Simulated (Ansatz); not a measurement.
# Ba4LiBi3O12: the cost of one run

Method: DFT, PBE, plane-wave PAW, default files, scalar-relativistic, as far as a step names no other, in Ansatz 0.2.0.

1 further run of the same task is left out (it didn't finish).

## Step 1: Starting point

It takes space group Im-3m (No. 229, cubic). The conventional cell has a = 8.638 Å, b = 8.638 Å, c = 8.638 Å, α = 90.00°, β = 90.00°, γ = 90.00°. Ba (site symmetry -3m) is surrounded by 12 O at 3.05 to 3.06 Å. Li (site symmetry m-3m) has 6 O at 2.26 Å as nearest neighbours. Bi (site symmetry 4/mmm) is surrounded by 6 O at 2.06 to 2.16 Å. O (site symmetry 4mm) has 1 Bi at 2.06 Å and 1 Li at 2.26 Å as nearest neighbours. O (site symmetry -4m2) is surrounded by 2 Bi at 2.16 Å and 4 Ba at 3.05 Å.

As a file:

```cif
data_structure
_symmetry_space_group_name_H-M 'Im-3m'
_symmetry_Int_Tables_number 229
_cell_length_a 8.6376
_cell_length_b 8.6376
_cell_length_c 8.6376
_cell_angle_alpha 90.000
_cell_angle_beta 90.000
_cell_angle_gamma 90.000
_cell_volume 644.44
loop_
_atom_site_label
_atom_site_type_symbol
_atom_site_symmetry_multiplicity
_atom_site_Wyckoff_symbol
_atom_site_fract_x
_atom_site_fract_y
_atom_site_fract_z
_atom_site_occupancy
Ba1 Ba 8 c 0.25000 0.25000 0.25000 1
Li1 Li 2 a 0.00000 0.00000 0.00000 1
Bi1 Bi 6 b 0.50000 0.00000 0.00000 1
O1 O 12 e 0.26115 0.00000 0.00000 1
O2 O 12 d 0.25000 0.00000 0.50000 1
```

## Step 2: Single point at the given positions

Input file input.yaml:

```yaml
crystal:
  lattice:
    - [-4.318812, 4.318812, 4.318812]
    - [4.318812, -4.318812, 4.318812]
    - [4.318812, 4.318812, -4.318812]
  atoms:
    - { symbol: Ba, position: [0.5, 0.5, 0.5] }
    - { symbol: Ba, position: [0.0, 0.0, 0.5] }
    - { symbol: Ba, position: [0.0, 0.5, 0.0] }
    - { symbol: Ba, position: [0.5, 0.0, 0.0] }
    - { symbol: Li, position: [0.0, 0.0, 0.0] }
    - { symbol: Bi, position: [0.0, 0.5, 0.5] }
    - { symbol: Bi, position: [0.5, 0.0, 0.5] }
    - { symbol: Bi, position: [0.5, 0.5, 0.0] }
    - { symbol: O, position: [0.0, 0.261145, 0.261145] }
    - { symbol: O, position: [0.0, 0.738855, 0.738855] }
    - { symbol: O, position: [0.261145, 0.0, 0.261145] }
    - { symbol: O, position: [0.738855, 0.0, 0.738855] }
    - { symbol: O, position: [0.261145, 0.261145, 0.0] }
    - { symbol: O, position: [0.738855, 0.738855, 0.0] }
    - { symbol: O, position: [0.5, 0.75, 0.25] }
    - { symbol: O, position: [0.5, 0.25, 0.75] }
    - { symbol: O, position: [0.25, 0.5, 0.75] }
    - { symbol: O, position: [0.75, 0.5, 0.25] }
    - { symbol: O, position: [0.75, 0.25, 0.5] }
    - { symbol: O, position: [0.25, 0.75, 0.5] }
kpoints:
  mp_grid: { grid: [4, 4, 4] }
scf:
  occupations: { method: fermi_dirac, width: 0.02 }
hamiltonian:
  xc: pbe
  pseudopotentials: { kind: paw }
output:
  forces: true
  stress: true
  populations: true
  efg:
    quadrupole_moments_barn: { Ba: 0.236, Li: -0.0401, Bi: -0.516, O: -0.02558 }
    contact_densities: true
  write_density: true
  write_potential: true
  elf: true
  volumetric_format: npy
```

Command:

```console
$ ansatz run input.yaml --threads 1 --pin off --max-ram 2560MiB --backend cpu --events-out ev --progress --plain --runs-dir out
```

**Question.** How long does this run take on 1 thread of Arm Neoverse V2, shared host, and how much memory does it need?

About 28 s, with a peak of 0.74 GiB.
